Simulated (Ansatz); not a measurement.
Task: a relaxation followed by a look at the electronic structure of MgAu₃, space group Pm-3m, with Ansatz's Python interface. Give the script and its output. Settings (first run): LDA, PAW, cutoff 450 eV, 5×5×5 k-points, cold smearing of 0.1 eV.

```
Mg Au
1.0
     4.10653    0.00000    0.00000
     0.00000    4.10653    0.00000
     0.00000    0.00000    4.10653
Mg Au
1 3
Cartesian
  0.0000 0.0000 0.0000
  2.0533 2.0533 0.0000
  2.0533 0.0000 2.0533
  0.0000 2.0533 2.0533
```

The script, `pipeline_mgau3.py`:
```python
import ansatz as az
import numpy as np
from pymatgen.core import Lattice, Structure
from pymatgen.io.ase import AseAtomsAdaptor


def count_gap(report):
    # lowest empty less highest filled band, counting bands; zero where they overlap
    return max(report.get("gap_by_band_count_ev") or 0.0, 0.0)


def setup_for(crystal, spacing):
    return (
        crystal.calculation()
        .basis(450)
        .functional(az.Functional.LDA)
        .occupations("Marzari-Vanderbilt")
        .kpoints(spacing=spacing)
    )

pmg_structure = Structure(
    Lattice([(4.10652732, 0.0, 0.0), (0.0, 4.10652732, 0.0), (0.0, 0.0, 4.10652732)]),
    ["Mg", "Au", "Au", "Au"],
    [
        (0.0, 0.0, 0.0),
        (0.5, 0.5, 0.0),
        (0.5, 0.0, 0.5),
        (0.0, 0.5, 0.5),
    ],
)
crystal = az.Crystal.from_ase(AseAtomsAdaptor.get_atoms(pmg_structure))

relaxed = setup_for(crystal, 0.34).relax(cell=True, force_tolerance=0.02, max_steps=40).checkpoint(write="relax.run").run(threads=1)
cell = np.asarray(relaxed.lattice.cell_ang)
print("relaxed edges (A):", np.linalg.norm(cell, axis=1).round(4), " volume:", round(abs(np.linalg.det(cell)), 3), "A^3")
for site in relaxed.lattice.sites:
    print(" ", site.symbol, np.round(site.position_frac, 4) + 0.0)

final = az.Crystal.from_checkpoint("relax.run")
out = setup_for(final, 0.26).functional("r2scan").stress().band_table().density_of_states(energy_step=0.05).run(threads=1)
data = out.report
dos = out.density_of_states()
print(f"pressure at the relaxed cell {np.trace(data['stress_gpa']) / 3:.3f} GPa, gap by band count {count_gap(data):.3f} eV")
if count_gap(data) == 0:
    print("states/eV at the Fermi level:", round(float(np.interp(dos.fermi_ev, dos.energies_ev, dos.spin_summed_g_bin_mean_per_ev)), 3))
```

```console
$ python pipeline_mgau3.py
relaxed edges (A): [4.0311 4.0311 4.0311]  volume: 65.505 A^3
  Mg [0. 0. 0.]
  Au [0.5 0.5 0. ]
  Au [0.5 0.  0.5]
  Au [0.  0.5 0.5]
DeckWarning: crystal.checkpoint: the structure is that of relax.run, a `relax` run, at its step 4: its result, under lda at a charge of 0 e; 4 atoms read, 0 with a starting moment [...]
DeckWarning: basis.ecutwfc = 450 eV is below the records' recommended 500 eV, and the density's cutoff is lower with it unless basis.ecutrho_ratio is high enough to keep the records' density cutoff: compare with a run at a higher cutoff
pressure at the relaxed cell 8.329 GPa, gap by band count 0.000 eV
states/eV at the Fermi level: 1.477
```
(Warnings from the package without file and line, shortened.)

Caveats:
- The cutoff lies under the one recommended for these potentials in some of the runs.
- Under the recommended cutoff a pressure can be off by several GPa, even in sign.
- For a metal this k-point mesh is coarse: on a finer one energies can move by several to tens of meV an atom and pressures by half a GPa or more, differences at one mesh by less.
- Only differences from the Fermi energy are physical; the zero of the scale is a convention.
- A gap by band count of zero or less means overlapping bands, a metal, and at an odd count of electrons it is no gap at all.
- This cell is a computed structure, which may not be the phase found in nature.
- Gaps and levels are Kohn-Sham values on a finite set of k-points, without spin-orbit coupling.
- Where the second run takes another functional or mesh than the relaxation, its pressure isn't zero; pressure is positive in compression.
- The computed bands are complete only to about 8.6 eV above the Fermi level; beyond that the density of states is undercounted.
- Timing: 15 s on 1 thread of Arm Neoverse V2, on a shared host, peak memory 0.6 GiB.
